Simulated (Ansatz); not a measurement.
# C2H3FHfO2: how energies converge with the basis set

How large a basis does C2H3FHfO2 need? Two functionals are run in growing sets.

The runs use Ansatz 0.2.0, Gaussian basis; one geometry, several basis sets.

The runs, in order: PBE0-D4/def2-SVP; ωB97M-V/def2-SVP; PBE0-D4/def2-QZVPP; ωB97M-V/def2-QZVPP; the functionals' def2-TZVPP values are taken from earlier runs.

### Step 1. The geometry

An earlier PBE0-D4 in a triple-zeta def2 set relaxation fixed the geometry. Hf takes the def2 core potential; no spin-orbit term is included.

SMILES `C#[C][Hf]([OH])([OH])[F]`, 9 atoms, charge 0, spin multiplicity 1.

Atoms are counted from 1 here; the program's logs count them from 0.

Bond lengths: C1–C2 1.214 Å, C1–H7 1.067 Å, C2–Hf3 2.197 Å, Hf3–O4 1.908 Å, Hf3–O5 1.908 Å, Hf3–F6 1.912 Å, O4–H8 0.951 Å, O5–H9 0.951 Å. Angles: C2–C1–H7 180.0°, C1–C2–Hf3 178.9°, C2–Hf3–O4 107.9°, C2–Hf3–O5 107.9°, C2–Hf3–F6 108.8°, O4–Hf3–O5 112.8°, O4–Hf3–F6 109.7°, O5–Hf3–F6 109.7°, Hf3–O4–H8 170.0°, Hf3–O5–H9 169.9°.

### Step 2. PBE0-D4 in def2-SVP

Input file in.yaml:

```yaml
crystal:
  periodic: [false, false, false]
  atoms:
    - {symbol: C, position_ang: [2.039795, 1.606655, 0.835720]}
    - {symbol: C, position_ang: [1.185835, 0.887210, 0.358937]}
    - {symbol: Hf, position_ang: [-0.337166, -0.414428, -0.541738]}
    - {symbol: O, position_ang: [-0.373502, -2.044766, 0.448030]}
    - {symbol: O, position_ang: [-2.002357, 0.515209, -0.497023]}
    - {symbol: F, position_ang: [0.151407, -0.772829, -2.354864]}
    - {symbol: H, position_ang: [2.790492, 2.238888, 1.254253]}
    - {symbol: H, position_ang: [-0.557133, -2.846132, 0.926436]}
    - {symbol: H, position_ang: [-2.897371, 0.830193, -0.429742]}
basis:
  gaussian: {orbitals: def2-SVP}
hamiltonian: {xc: pbe0, dispersion: d4}
output: {orbitals: {seedname: orbitals}}
```

On the command line:

```bash
$ ansatz run in.yaml --threads 4 --pin off --events-out ev --progress --plain --max-ram 10444MiB
```

After this run come: ωB97M-V in def2-SVP; PBE0-D4 in def2-QZVPP; ωB97M-V in def2-QZVPP.

Before running them: what should the planned runs give, taken together? Wanted: PBE0-D4: double and triple zeta above quadruple; ωB97M-V: double and triple zeta above quadruple.

As calculated:

| quantity | value |
| --- | --- |
| PBE0-D4: double and triple zeta above quadruple | 11.75, 0.51 eV |
| ωB97M-V: double and triple zeta above quadruple | 12.01, 0.47 eV |

What this shows: PBE0-D4 gains 11.24 eV from double to triple zeta, then 0.51 eV more. Total energies overstate the basis error of differences, where much of it tends to cancel. The LUMO of ωB97M-V is positive and keeps falling with the basis (1.18 to 0.51 eV): an unbound level that the basis holds in place.
